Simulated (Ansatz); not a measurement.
The system is Ga3Se.

```xyz
4
Lattice="4.4325 0.0000 0.0000 0.0000 4.4325 0.0000 0.0000 0.0000 4.4325" Properties=species:S:1:pos:R:3 pbc="T T T"
Se    0.0000    0.0000    0.0000
Ga    2.2162    2.2162    0.0000
Ga    2.2162    0.0000    2.2162
Ga    0.0000    2.2162    2.2162
```

The cell comes from a database or a generator and needn't be the stable form of this composition.

* Program: Ansatz 0.2.0
* Task: single point
* Functional: PBE
* Potentials or basis: Ansatz PAW
* Cutoff: 420 eV (not typed: the program's choice for these potentials)
* k mesh: 6 × 6 × 6
* Occupations: fermi-dirac, width 0.05 eV
* Spin: no spin polarisation

On this cell: pressure -0.6 GPa; largest force zero by symmetry; band gap on the k mesh none (metal or under the smearing width).

The same run follows on a disturbed copy (atoms moved at random, drawn with an rms of 0.05 Å):

```
Se Ga
1.0
     4.43246    0.00000    0.00000
     0.00000    4.43246    0.00000
     0.00000    0.00000    4.43246
Se Ga
1 3
Direct
  0.00095 0.00236 0.00273
  0.51229 0.49150 0.99960
  0.50638 0.00118 0.49701
  0.00502 0.49849 0.49096
```

Q: What does the disturbed cell give?

A: The energy (extrapolated to zero smearing) moves by +0.9 meV/atom; pressure -0.5 GPa; largest force 0.083 eV/Å; band gap on the k mesh none (metal or under the smearing width).

Forces on the atoms (eV/Å):
```
Se   0.022 -0.025 -0.025
Ga  -0.040  0.047 -0.055
Ga  -0.027 -0.055  0.033
Ga   0.046  0.032  0.046
```
